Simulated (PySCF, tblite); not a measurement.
# C₇H₈NP: infrared bands and NMR shifts

Aim: predict the infrared bands and NMR shifts of C₇H₈NP (`C/C=P/c1cccnc1`).

Computed with tblite 0.8.0 and PySCF 2.14.0, with density-fitted response routines of our own, on a single molecule in the gas phase. Atoms are numbered from 0 throughout.

### 1 The molecule as given

17 atoms, charge 0, multiplicity 1; geometry from: GFN2-xTB.

Bonds of the start (Å): C0–C1 1.49, C1–P2 1.68, P2–C3 1.84, C3–C4 1.39, C4–C5 1.38, C5–C6 1.39, C6–N7 1.32, N7–C8 1.32, C8–C3 1.39, C0–H9 1.09, C0–H10 1.09, C0–H11 1.09, C1–H12 1.08, C4–H13 1.08, C5–H14 1.08, C6–H15 1.08, C8–H16 1.08.

### 2 Infrared spectrum with GFN2-xTB

The job: settings as JSON, then the geometry in Å.

```
{"job": {"kind": "ir", "xc": "GFN2-xTB", "basis": "xTB"}, "charge": 0, "multiplicity": 1}
C      3.430521    -0.424022    -0.224390
C      1.960850    -0.302591    -0.022122
P      1.262510    -0.050362     1.479571
C     -0.497255     0.024268     0.956306
C     -1.128549     1.244080     0.736970
C     -2.451658     1.252491     0.329744
C     -3.098842     0.035955     0.174350
N     -2.513470    -1.128874     0.395603
C     -1.251683    -1.133372     0.777551
H      3.670068    -1.366578    -0.718962
H      3.789513     0.379713    -0.869933
H      3.964432    -0.375785     0.721932
H      1.354100    -0.370775    -0.917594
H     -0.584872     2.169153     0.874498
H     -2.967296     2.181325     0.139212
H     -4.132753    -0.013608    -0.141009
H     -0.812616    -2.108988     0.947823
```

**Question.** This job is followed by: GIAO PBE0/pcSseg-1 NMR shielding, non-relativistic, gas phase. Predict these results of the whole session: strongest single infrared mode (GFN2-xTB); zero-point energy (GFN2-xTB); 13C shifts against TMS (PBE0/pcSseg-1); 1H shifts against TMS (PBE0/pcSseg-1, means over atoms taken as alike); 31P shifts against H3PO4 (PBE0/pcSseg-1); 15N shifts against NH3 (PBE0/pcSseg-1).

As calculated:

```
                                                              quantity                                               value
                             strongest single infrared mode (GFN2-xTB)                                3089 cm⁻¹, 47 km/mol
                                          zero-point energy (GFN2-xTB)                                       81.1 kcal/mol
                                13C shifts against TMS (PBE0/pcSseg-1)  216.7, 156.9, 154.8, 148.2, 144.1, 127.2, 26.5 ppm
1H shifts against TMS (PBE0/pcSseg-1, means over atoms taken as alike)              9.16, 8.89, 8.88, 7.88, 7.33, 2.55 ppm
                              31P shifts against H3PO4 (PBE0/pcSseg-1)                                           276.1 ppm
                                15N shifts against NH3 (PBE0/pcSseg-1)                                           361.1 ppm
```

What this shows: The lowest mode is imaginary (45i cm⁻¹), so the xTB geometry is not a minimum. The strongest single mode, at 3089 cm⁻¹, moves mainly H14. GFN2-xTB is a fitted tight-binding method: band positions and strengths are rough. Its intensities can rank the bands wrongly. NICS(1)zz of -28 ppm above the planar ring from C3 marks a diatropic (aromatic) ring current.
